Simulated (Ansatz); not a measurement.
**AlAu (Pm-3m): frozen displacement of one atom in Python**

Wanted for AlAu (Pm-3m): a frozen displacement of one atom.

All numbers are computed with Ansatz 0.2.0 through its Python package. Level of theory: DFT r2SCAN, plane waves, PAW.

### 1 The structure

The structure is cubic, space group Pm-3m (No. 221). Conventional cell: a = 3.224 Å, b = 3.224 Å, c = 3.224 Å, α = 90.00°, β = 90.00°, γ = 90.00°. Al (site symmetry m-3m) has 8 Au at 2.79 Å in its first shell of neighbours. Around Au (site symmetry m-3m) lie 8 Al at 2.79 Å.

The script reads alau.xyz:

```xyz
2
Lattice="3.223942 0.0 0.0 0.0 3.223942 0.0 0.0 0.0 3.223942" Properties=species:S:1:pos:R:3 pbc="T T T"
Al    0.00000000    0.00000000    0.00000000
Au    1.61197100    1.61197100    1.61197100
```

### 2 The code

alau_push.py

```python
# -*- coding: utf-8 -*-
"""Frozen displacement of one atom in AlAu."""

from dataclasses import dataclass

import ansatz
import numpy as np


@dataclass(frozen=True)
class Options:
    filling: str = "Marzari-Vanderbilt"
    sigma: float = 0.2
    kmesh: tuple[int, ...] = (9, 9, 9)
    functional: str = "r2SCAN"


opts = Options()


def main():
    cell = ansatz.Crystal.from_extxyz("alau.xyz")

    inverse = np.linalg.inv(np.array(cell.lattice.vectors))
    home = np.array(cell.sites[1].position)
    values = np.linspace(-0.1, 0.1, 5)
    energies, pulls = [], []
    for shift in values:
        moved = cell.move(1, to=home + shift * inverse[2])
        base = moved.calculation()
        base = base.occupations(opts.filling, width=opts.sigma)
        base = base.kpoints(*opts.kmesh, shift=0.5).functional(opts.functional)
        base = base.basis(56 * ansatz.Ry, density_ratio=8)
        base = base.eigensolver("davidson", mixed_precision=False).forces()
        r = base.run(threads=1).report
        energies.append(r["free_energy_ev"])
        pulls.append(r["forces_ev_ang"][1][2])

    # the force is minus the slope of the free energy
    print("shift (A)   dE (eV)   force along z (eV/A)")
    for shift, e, f in zip(values, energies, pulls):
        print(f"{shift:8.3f} {e - energies[2]:10.5f} {f:12.4f}")
    print(f"stiffness from energies {2 * np.polyfit(values, energies, 2)[0]:.3f}, from forces {-np.polyfit(values, pulls, 1)[0]:.3f} eV/A^2")


if __name__ == "__main__":
    main()
```

### 3 What the engine is handed

The package turns the script's settings into the engine's input (first run):

```yaml
crystal:
  lattice:
    - [3.223942, 0.0, 0.0]
    - [0.0, 3.223942, 0.0]
    - [0.0, 0.0, 3.223942]
  atoms:
    - { symbol: Al, position: [0.0, 0.0, 0.0] }
    - { symbol: Au, position: [0.5, 0.5, 0.46898207225812377] }
basis:
  ecutwfc: 761.918814887664
  ecutrho_ratio: 8
kpoints:
  mp_grid:
    grid: [9, 9, 9]
    shift: [0.5, 0.5, 0.5]
hamiltonian:
  xc: r2scan
scf:
  occupations:
    method: cold
    width: 0.2
  eigensolver:
    kind: davidson
    mixed_precision: false
output:
  forces: true
```

### 4 Launch

Started as:

```console
> python alau_push.py
```

**Question.** How stiff is this displacement, and do energies and forces agree?

**Answer**, as computed:

```
                                    quantity          value
                               runs compared              5
                             range of energy  3.38 meV/atom
lowest point, shift of atom 2 from run 1 (Å)          0.100
```

What this shows: The curvature of the energy gives 1.357 eV/Å² and the slope of the force 1.381 eV/Å², a positive curvature. Caveats:
- For a metal this k-point mesh is coarse: on a finer one energies can move by several to tens of meV an atom and pressures by half a GPa or more, differences at one mesh by less.
- In a metal a curvature from energy changes of a few meV or less hangs on mesh and smearing, in size and even in sign.
- Spin-orbit coupling, which matters for elements this heavy, is left out.
- This cell is a computed structure, which may not be the phase found in nature.
- All periodic images of the atom move with it, so the curvature is one diagonal element of the zone-centre force constants and no normal mode; a positive value doesn't exclude soft modes in which several atoms move.
